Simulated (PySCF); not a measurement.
# TlH: bond curves at several levels of theory

The task here is to estimate one member of a computed series from the others.

Program: PySCF 2.14.0. Level of theory: Tl aug-cc-pVDZ-PP with ECP60, H aug-cc-pVDZ, scalar-relativistic core potentials. These are calculated values, not measurements.

The first run:

A driver script around PySCF takes these settings:

* atoms: Tl, H
* charge: 0
* basis: Tl aug-cc-pVDZ-PP with ECP60, H aug-cc-pVDZ
* Hamiltonian: scalar-relativistic core potentials
* basis functions: 41
* electrons treated: 22
* masses in u: 204.9744, 1.0078
* levels: PBE0, PBE, r²SCAN, r²SCANh, TPSSh, B2PLYP, ωB97X, HF, MP2, SCS-MP2, CCSD, CCSD(T)
* grid: 80 radial by 434 angular points
* occupations: held fixed by the projection of orbital angular momentum
* dissociation limit: Tl + H, each in its ground configuration
* starting distance in angstrom: 1.750
* values of 2S to try: 0, 2

Started as:

```bash
$ OMP_NUM_THREADS=1 python dia.py task.json out
```

Steps of the session up to this table: The job; The PBE0 curve of the state that the search chose; Other states along the same grid; PBE; r²SCAN; r²SCANh; TPSSh (hybrid meta-GGA); B2PLYP; ωB97X (range-separated hybrid); RHF (mean field); MP2 and coupled cluster.

One of the session's tables, all rows but one given; the rest of the session is left out.

It belongs to the step «The curves together». Energy (eV) from each level's lowest point:

```
R (Å)    RHF  RHF-MP2  RHF-SCS-MP2  RHF-CCSD  RHF-CCSD(T)
1.649  0.346    0.288        0.314       n/a          n/a
1.725  0.154    0.119        0.137     0.143        0.143
1.802  0.047    0.029        0.039     0.044        0.044
1.859      ?        ?            ?         ?            ?
1.917  0.000    0.000        0.000     0.000        0.000
1.974  0.014    0.020        0.016     0.013        0.012
2.051  0.061    0.074        0.063     0.055        0.054
2.147  0.155    0.173        0.155     0.140        0.138
2.262  0.303    0.325        0.298     0.273        0.269
2.415  0.535    0.560        0.523       n/a          n/a
```

Estimate the missing values for R (Å) = 1.859.

Worked estimate for «RHF». A straight line through the neighbours (1.802, 0.047) and (1.917, 0.000) gives 0.047 + (0.000 − 0.047) × (1.859 − 1.802) / (1.917 − 1.802) = 0.024; a parabola fitted to 4 rows on both sides gives 0.008.

The run gave: RHF: 0.009; RHF-MP2: 0.001; RHF-SCS-MP2: 0.006; RHF-CCSD: 0.009; RHF-CCSD(T): 0.009. In «RHF» the line misses by +0.015 and the parabola by -0.001.
